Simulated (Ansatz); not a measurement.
CH4GeS, SMILES [CH3][Ge][SH], a search for lower mean-field states

Computed with Ansatz's Python interface.

At the Python prompt:
```pycon
>>> import ansatz
>>> import numpy as np
>>> geometry = (
...     ansatz.Crystal.molecule()
...     .atom('C', (-0.8846, 0.6674, -0.2713))
...     .atom('Ge', (0.2801, -0.1525, 0.964))
...     .atom('S', (1.6881, -1.4109, -0.1767))
...     .atom('H', (-1.4124, -0.0509, -0.8571))
...     .atom('H', (-0.3517, 1.3386, -1.0035))
...     .atom('H', (-1.6522, 1.3597, 0.2765))
...     .atom('H', (2.3939, -1.8193, 1.0224))
... )
>>> symbols = [site.symbol for site in geometry.cartesian_sites]
>>> start = np.array([site.position_ang for site in geometry.cartesian_sites])
>>> for factor in [1.0, 1.5]:
...     xyz = (start - start.mean(axis=0)) * factor
...     scaled = ansatz.Crystal.molecule()
...     for symbol, place in zip(symbols, xyz):
...         scaled = scaled.atom(symbol, place.tolist())
...     job = scaled.calculation().basis(gaussian='def2-SVP').functional('pbe0').spin('collinear')
...     for search in ('off', 'standard'):
...         try:
...             rep = job.scf(lower_state_search=search).run().report
...         except ansatz.AnsatzError as error:
...             print(f'x{factor} search {search}: {type(error).__name__}')
...             continue
...         state = rep['mean_field']['state']
...         print(f'all distances x{factor}, search {search:8s} E = {rep["free_energy_ev"]:.5f} eV  <S^2> = {abs(state["spin_squared"]):.3f}  other states met: {len(rep["mean_field"]["others"])}')
...
all distances x1.0, search off      E = -68432.25861 eV  <S^2> = 0.000  other states met: 0
all distances x1.0, search standard E = -68432.25861 eV  <S^2> = 0.000  other states met: 1
all distances x1.5, search off      E = -68418.91080 eV  <S^2> = 0.000  other states met: 0
all distances x1.5, search standard E = -68418.94199 eV  <S^2> = 0.377  other states met: 7
```

Notes:
- Total energies depend on the basis set; only differences at equal settings carry meaning.
- The count of other states can hold repeated and symmetry-equivalent ends of the search; scaling all distances is a test, and for more than two atoms no physical path.
- The geometry comes from a force field and isn't relaxed at this level.
- The expectation value of S² is noticeably off S(S+1) in at least one run, so that state is spin-contaminated.
- Run time: 26 s on 1 thread of Arm Neoverse V1, with other jobs on the host, peak memory 0.31 GiB.
